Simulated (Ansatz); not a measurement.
**Ta3AsAu2O13: projected density of states with PBE+U**

Crystal: Ta3AsAu2O13.

```
CELL_PARAMETERS angstrom
5.88672 -0.00071 0.00161
2.20057 5.91386 -0.00164
1.84923 1.74129 7.56108
ATOMIC_POSITIONS crystal
Ta 0.39605 0.05000 0.58683
Ta 0.95891 0.61806 0.76348
Ta 0.06984 0.27356 0.18903
As 0.07072 0.88917 0.02743
Au 0.21939 0.67567 0.38144
Au 0.68925 0.45927 0.56874
O 0.16689 0.59518 0.16534
O 0.86104 0.11514 0.11677
O 0.26950 0.96377 0.83676
O 0.87527 0.82792 0.92000
O 0.70329 0.78261 0.54686
O 0.17528 0.40817 0.59350
O 0.27798 0.92640 0.17203
O 0.64612 0.14878 0.61595
O 0.14281 0.39538 0.93941
O 0.30048 0.17203 0.35732
O 0.19051 0.80386 0.59347
O 0.70787 0.47140 0.81379
O 0.77878 0.42364 0.31185
```

The cell was built by a generator and needn't be a form met in nature.

```yaml
Program: Ansatz 0.2.0
Task: projected density of states
Functional: PBE
Potentials_or_basis: Ansatz PAW
Cutoff: "420 eV (not typed: the program's choice for these potentials)"
k_mesh: 5 × 5 × 4
Occupations: fermi-dirac, width 0.05 eV
Spin: no spin polarisation
Hubbard_terms: Au d U = 8 eV, Ta d U = 8 eV
Hubbard_projectors: ortho-atomic (the default)
Double_counting: fll (the default)
```

| Item | Value |
| --- | --- |
| Pressure | 3.7 GPa |
| Largest force | 0.611 eV/Å |
| Band gap on the k mesh | 1.73 eV, indirect (least direct gap 1.76 eV) |

Forces on the atoms (eV/Å):
```
Ta  -0.399  0.159 -0.273
Ta  -0.030  0.008 -0.220
Ta   0.397 -0.044  0.001
As  -0.129 -0.085 -0.083
Au   0.098 -0.289 -0.161
Au  -0.217 -0.011 -0.190
O   -0.145 -0.019 -0.349
O   -0.146 -0.234 -0.071
O   -0.155 -0.066  0.527
O    0.182  0.454  0.366
O    0.515  0.132 -0.052
O   -0.169 -0.148  0.111
O    0.090  0.148 -0.458
O    0.356 -0.401  0.172
O    0.137 -0.110 -0.020
O    0.068 -0.008 -0.001
O    0.184  0.319  0.229
O   -0.188 -0.024  0.537
O   -0.449  0.220 -0.066
```

Stress tensor (GPa, compression positive):
```
2.45 0.95 0.31
0.95 3.85 0.42
0.31 0.42 4.77
```

Levels at points of the mesh, in eV from the valence-band top:
```csv
k point,band 82,band 83,band 84,band 85,band 86,band 87,band 88,band 89
"(0.00, 0.00, 0.00)",-0.43,-0.22,-0.11,-0.04,1.97,2.03,3.46,4.73
"(0.00, 0.00, -0.50)",-0.35,-0.31,-0.20,0.00,1.76,2.06,3.78,4.66
```

States per cell in windows of 1 eV (zero at the valence-band top; states under -8 eV left out):
```csv
from (eV),total,O 2p,Ta 5d,Au 5d,O 2s,Au 6s,As 4p
-8.0,6.00,0.89,0.09,4.85,0.07,0.01,0.03
-7.0,11.20,2.88,0.28,7.45,0.21,0.05,0.19
-6.0,5.16,3.01,0.40,0.93,0.14,0.03,0.46
-5.0,10.61,6.97,1.38,0.94,0.22,0.44,0.26
-4.0,11.05,8.19,1.37,0.65,0.23,0.22,0.09
-3.0,14.85,12.27,1.21,0.54,0.26,0.13,0.06
-2.0,15.29,13.37,0.86,0.48,0.17,0.08,0.05
-1.0,15.84,14.59,0.41,0.47,0.10,0.03,0.03
0.0,0.00,0.00,0.00,0.00,0.00,0.00,0.00
1.0,2.28,1.21,0.12,0.78,0.11,0.00,0.01
2.0,1.72,0.84,0.18,0.56,0.09,0.01,0.00
3.0,2.00,0.72,0.34,0.02,0.17,0.05,0.02
4.0,5.32,0.73,3.72,0.03,0.14,0.21,0.09
5.0,11.15,2.11,6.86,0.07,0.35,0.51,0.16
6.0,5.99,1.17,2.73,0.05,0.41,0.50,0.28
7.0,7.67,1.50,2.88,0.04,0.53,0.49,0.69
```

Eigenvalues of the final occupation matrices:
```csv
site,spin,trace,eigenvalues
site 1,1,1.26,0.17 0.20 0.27 0.30 0.32
site 2,1,1.27,0.17 0.23 0.24 0.31 0.32
site 3,1,1.27,0.20 0.22 0.24 0.29 0.31
site 4,1,4.59,0.64 0.97 0.99 1.00 1.00
site 5,1,4.58,0.62 0.97 0.99 1.00 1.00
```

It took 4.1 min on 8 threads of Arm Neoverse V1 (shared host), peak memory 6.9 GiB.

Caveat: odd divisions of the mesh miss points on the zone boundary, where band edges often lie, so the gap on the mesh can be too wide; the pressure holds a Pulay correction of +0.6 GPa for the finite cutoff; spin-orbit coupling is left out, which moves the levels of the heavy elements; the density of states is complete only up to the lowest level of the last band computed. A k mesh can miss the band edges.
